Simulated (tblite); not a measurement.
# AsFH3O: the cost of one run

Computed with tblite 0.8.0 and PySCF 2.14.0; each step states its level. No surroundings beyond the atoms listed, unless a continuum is named. Atoms count from 0, parts from 1.

## Step 1: Starting point

6 atoms, charge -1, multiplicity 1; geometry: rigid parts in contact. Parts: 1 = atoms 0–3, `F[AsH2]`, charge 0; 2 = atoms 4–5, `[OH-]`, charge -1.

## Step 2: Bringing the parts together with GFN2-xTB

The job: settings as JSON, then the geometry in Å.

```
{"job": {"kind": "dock", "xc": "GFN2-xTB", "basis": "xTB"}, "charge": -1, "multiplicity": 1, "parts": [{"atoms": "0-3", "charge": 0, "multiplicity": 1}, {"atoms": "4-5", "charge": -1, "multiplicity": 1}]}
As    -0.017645     0.522689     0.430687
F     -0.839681    -1.063324     0.570896
H      1.265835    -0.118653     0.005548
H     -0.408508     0.659287    -1.007132
O     -0.084547     2.020205     3.045234
H      0.565781     2.751439     3.066296
```

Level: GFN2-xTB search for minima from random contacts, gas phase.

The run is started by

```
OMP_NUM_THREADS=1 python cluster_run.py task.json out
```

This one command runs all jobs of the session in turn.

**Question.** How long does this first job take on 1 thread of Arm Neoverse N1, shared host?

About 3.8 s.
